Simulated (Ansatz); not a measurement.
## ClH₇OSi₃, SMILES O[SiH](Cl)[SiH2][SiH3]: a ladder of methods at one geometry, step by step

Program: Ansatz's Python interface.

The cells in order, each with its output:

```python
from pathlib import Path

import ansatz as az
from ase import Atoms
import numpy as np
```

```python
atoms = Atoms(["O", "Si", "Cl", "Si", "Si", "H", "H", "H", "H", "H", "H", "H"], positions=[
    [-2.8766, -0.3617, 0.2316],
    [-1.351, -0.1088, 0.6915],
    [-1.3977, 1.7443, 1.5528],
    [0.1811, -0.1867, -1.0777],
    [2.1764, -0.025, -0.1136],
    [-3.5096, 0.4553, 0.3915],
    [-0.9961, -1.097, 1.7477],
    [0.0312, -1.4712, -1.823],
    [-0.1272, 0.9282, -2.0043],
    [3.249, -0.0969, -1.1],
    [2.3694, -1.1207, 0.9004],
    [2.3282, 1.285, 0.6372],
])
geometry = az.Crystal.molecule_from_ase(atoms)

model = geometry.calculation().basis(gaussian="cc-pVDZ")
```

```python
print("functional    E (Ha)        dipole (D)   HOMO (eV)  LUMO (eV)")
for name in ["pbe0", "hse06", "revpbe", "b3lyp", "blyp", "lda"]:
    data = model.functional(name).forces().orbitals().run(runs_dir="runs").report
    lines = Path(data["orbitals_path"]).read_text().splitlines()
    field_of = lambda key: [line.split("=")[1].strip() for line in lines if line.startswith(key)]
    orbitals = [(27.211386 * float(e), s, float(n)) for e, s, n in zip(field_of("Ene="), field_of("Spin="), field_of("Occup="))]
    homo = max(e for e, _, n in orbitals if n > 0.5)
    lumo = min(e for e, _, n in orbitals if n < 0.5)
    dipole = 4.803205 * np.linalg.norm(data["charge_distribution"]["dipole_moment_e_ang"])
    print(f"{name:10s} {data['free_energy_ev'] / 27.211386246:14.6f} {dipole:9.3f} {homo:11.3f} {lumo:10.3f}")
```

    functional    E (Ha)        dipole (D)   HOMO (eV)  LUMO (eV)
    pbe0         -1407.578232     0.722      -7.641     -0.436
    hse06        -1407.547126     0.722      -7.249     -0.811
    revpbe       -1407.878566     0.757      -6.372     -1.172
    b3lyp        -1408.248439     0.731      -7.404     -0.539
    blyp         -1408.116136     0.752      -6.239     -1.021
    lda          -1402.603126     0.727      -6.449     -1.399

Caveats:
- Total energies depend on the basis set; only differences at equal settings carry meaning.
- The geometry is a force-field or estimated start, not a minimum of this method, and the basis set is short of its limit. A lower total doesn't mark the better method: functionals have no common bound, and MP2 and coupled cluster aren't variational.
- b3lyp holds the VWN-RPA fit, as in Gaussian; the form of ORCA and Turbomole is b3lyp5.
- Levels such as HOMO and LUMO are orbital energies: with these approximate functionals they aren't the ionisation energy and electron affinity, and their gap isn't the fundamental gap.
- For Al to Cl the sets with a tight d function, cc-pV(X+d)Z, are usual.
- hse06 follows the composition of plane-wave codes, whose totals differ by tens of mHa, up to about 0.1 Ha, from the form usual in Gaussian-basis programs (wpbeh).
- It ran for 36 s on 1 thread of Arm Neoverse V2, on a shared host, peak memory 0.38 GiB.
